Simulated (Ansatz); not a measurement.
# CRu: energies up the ladder

An exercise on one series of results from a longer session: the logs are not shown, and one member is left open.

Method: the levels named in each step, in Ansatz 0.2.0.

## The system as given

Bond lengths: C1–Ru2 1.759 Å.

Structure file:

```xyz
2

C     0.0000    0.0000    0.0000
Ru    0.0000    0.0000    1.7590
```

The first run:

input.yaml reads:

```yaml
crystal:
  periodic: [false, false, false]
  atoms:
    - { symbol: C, position_ang: [0.0, 0.0, 0.0] }
    - { symbol: Ru, position_ang: [0.0, 0.0, 1.759] }
basis:
  gaussian: { orbitals: def2-SVP }
hamiltonian:
  xc: pbe
  dispersion: d4
relax:
  f_tol: 0.03
  max_steps: 200
```

Launch:

```
$ ansatz run input.yaml --threads 2 --pin off --max-ram 5120MiB --backend cpu --events-out ev --progress --plain --runs-dir out
```

Among the steps run: A rough first relaxation, PBE-D4/def2-SVP; Relaxation, PBE0-D4/def2-TZVPP; Frequencies, PBE0-D4/def2-TZVPP; Single point, PBE-D4/def2-TZVPP; Single point, r2SCAN-D4/def2-TZVPP; Single point, B3LYP-D4/def2-TZVPP; Single point, wB97M-V/def2-TZVPP; Single point, B2PLYP/def2-TZVPP; Single point, LDA/def2-TZVPP; Single point, PBE0-D4/def2-SVP; Single point, PBE-D4/def2-SVP; The cation of multiplicity 2 at the same geometry, PBE0-D4/def2-TZVPP; The cation of multiplicity 2 at the same geometry, PBE-D4/def2-TZVPP; The cation of multiplicity 2 at the same geometry, r2SCAN-D4/def2-TZVPP; The cation of multiplicity 2 at the same geometry, B3LYP-D4/def2-TZVPP; The cation of multiplicity 2 at the same geometry, wB97M-V/def2-TZVPP; The cation of multiplicity 2 at the same geometry, B2PLYP/def2-TZVPP.

One of the session's tables, all rows but one given; the rest of the session is left out.

It belongs to the step «Vertical ionisation energy». 

```
               level  vertical ionisation energy (eV)  from B2PLYP/def2-TZVPP (eV)
   PBE-D4/def2-TZVPP                            7.569                       +0.043
r2SCAN-D4/def2-TZVPP                            7.225                       -0.301
 B3LYP-D4/def2-TZVPP                            7.517                       -0.008
  wB97M-V/def2-TZVPP                                ?                            ?
   B2PLYP/def2-TZVPP                            7.526                       +0.000
```

Q: Estimate the row for wB97M-V/def2-TZVPP from the others.

As computed: vertical ionisation energy (eV): 7.311; from B2PLYP/def2-TZVPP (eV): -0.215. In the column «vertical ionisation energy (eV)» it lies between r2SCAN-D4/def2-TZVPP (7.225) and B3LYP-D4/def2-TZVPP (7.517).
